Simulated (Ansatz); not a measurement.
Set up this calculation in Ansatz 0.2.0, as the native input.

* Task: relaxation of cell and atoms
* Functional: PBEsol
* Dispersion: D4
* Potentials or basis: Ansatz PAW
* Cutoff: 420 eV (not typed: the program's choice for these potentials)
* k mesh: 8 × 8 × 5
* Occupations: fermi-dirac, width 0.05 eV
* Spin: no spin polarisation

The system is SnSe2.

```
Sn Se
1.0
     3.81100    0.00000    0.00000
    -1.90550    3.30042    0.00000
     0.00000    0.00000    6.13600
Sn Se
1 2
Direct
  0.00000 0.00000 0.00000
  0.66667 0.33333 0.75100
  0.33333 0.66667 0.24900
```

The input as run:

input.yaml

```yaml
crystal:
  lattice:
    - [3.811, 0.0, 0.0]
    - [-1.9055, 3.3004228138, 0.0]
    - [0.0, 0.0, 6.136]
  atoms:
    - { symbol: Sn, position: [0.0, 0.0, 0.0] }
    - { symbol: Se, position: [0.6666666667, 0.3333333333, 0.751] }
    - { symbol: Se, position: [0.3333333333, 0.6666666667, 0.249] }
hamiltonian:
  xc: pbesol
  pseudopotentials: { kind: paw }
  dispersion: d4
kpoints:
  mp_grid: { grid: [8, 8, 5] }
scf:
  occupations: { method: fermi_dirac, width: 0.05 }
output:
  forces: true
  stress: true
relax:
  f_tol: 0.01
  max_steps: 40
  cell: { stress_tol: 0.05 }
```

Potentials or basis: Ansatz PAW.

The run is started by

```bash
$ ansatz run input.yaml --threads 2 --pin off --max-ram 5632MiB --backend cpu --events-out ev --progress --plain --runs-dir out
```

It gave:

```
Relaxed volume                         : 24.46 Å³/atom
Relaxed cell                           : a = 3.802 Å, b = 3.802 Å, c = 5.863 Å, α = 90.00°, β = 90.00°, γ = 120.00°
Space group after relaxing (to 0.05 Å) : P-3m1 (No. 164)
Energy gained by relaxing              : 18.0 meV/atom
Ionic steps                            : 6
Pressure after relaxing                : 0.0 GPa
Largest force after relaxing           : 0.004 eV/Å
```

Caveat: the plane-wave basis is chosen anew once the cell has moved, so the energies of steps on either side of that aren't comparable; the PAW data sets come from PBE, with cores solved anew for the run's functional, which leaves a small shift of forces and pressure.

Wall time 28 s on 2 threads of Intel(R) Xeon(R) Processor @ 2.50GHz (Skylake/Cascade Lake) (shared host), peak memory 0.44 GiB.
